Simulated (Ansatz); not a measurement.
# Ta2Ga: the cost of one run

Computed with Ansatz 0.2.0 (DFT r2SCAN, scalar-relativistic, plane waves, PAW, unless a step's input says otherwise).

## (1) The system as given

The structure is cubic, space group Fd-3m (No. 227). Conventional cell: a = 7.435 Å, b = 7.435 Å, c = 7.435 Å, α = 90.00°, β = 90.00°, γ = 90.00°. Ta (site symmetry -3m) is surrounded by 6 Ta at 2.63 Å. Ga (site symmetry -43m) has 12 Ta at 3.08 Å and 4 Ga at 3.22 Å as nearest neighbours.

Structure file:

```xyz
6
Lattice="0.0000 3.7175 3.7175 3.7175 0.0000 3.7175 3.7175 3.7175 0.0000" Properties=species:S:1:pos:R:3 pbc="T T T"
Ta    4.6469    4.6469    4.6469
Ta    4.6469    2.7881    2.7881
Ta    2.7881    2.7881    4.6469
Ta    2.7881    4.6469    2.7881
Ga    0.0000    0.0000    0.0000
Ga    1.8588    1.8588    1.8588
```

(A quick probe on a coarse mesh, which set the mesh and smearing, is not shown.)

## (3) Rough relaxation on the coarse mesh

input.yaml reads:

```yaml
crystal:
  lattice:
    - [0.0, 3.7175072942, 3.7175072942]
    - [3.7175072942, 0.0, 3.7175072942]
    - [3.7175072942, 3.7175072942, 0.0]
  atoms:
    - { symbol: Ta, position: [0.625, 0.625, 0.625] }
    - { symbol: Ta, position: [0.125, 0.625, 0.625] }
    - { symbol: Ta, position: [0.625, 0.625, 0.125] }
    - { symbol: Ta, position: [0.625, 0.125, 0.625] }
    - { symbol: Ga, position: [0.0, 0.0, 0.0] }
    - { symbol: Ga, position: [0.25, 0.25, 0.25] }
basis:
  ecutwfc: 500
kpoints:
  mp_grid: { grid: [4, 4, 4] }
hamiltonian:
  xc: r2scan
scf:
  occupations: { method: gaussian, width: 0.1 }
  lower_state_search: "off"
output:
  forces: true
  stress: true
  eigenvalues: true
relax:
  adjacent_minimum: "off"
  f_tol: 0.04
  max_steps: 70
  cell: { stress_tol: 0.4 }
```

On the command line:

```console
$ ansatz run input.yaml --threads 1 --pin off --max-ram 2560MiB --backend cpu --events-out ev --progress --plain --runs-dir out
```

What time and memory should one allow on 1 thread of Intel Xeon Platinum 8259CL at 2.50GHz (Skylake/Cascade Lake), shared host?

About 36 s, with a peak of 0.75 GiB.
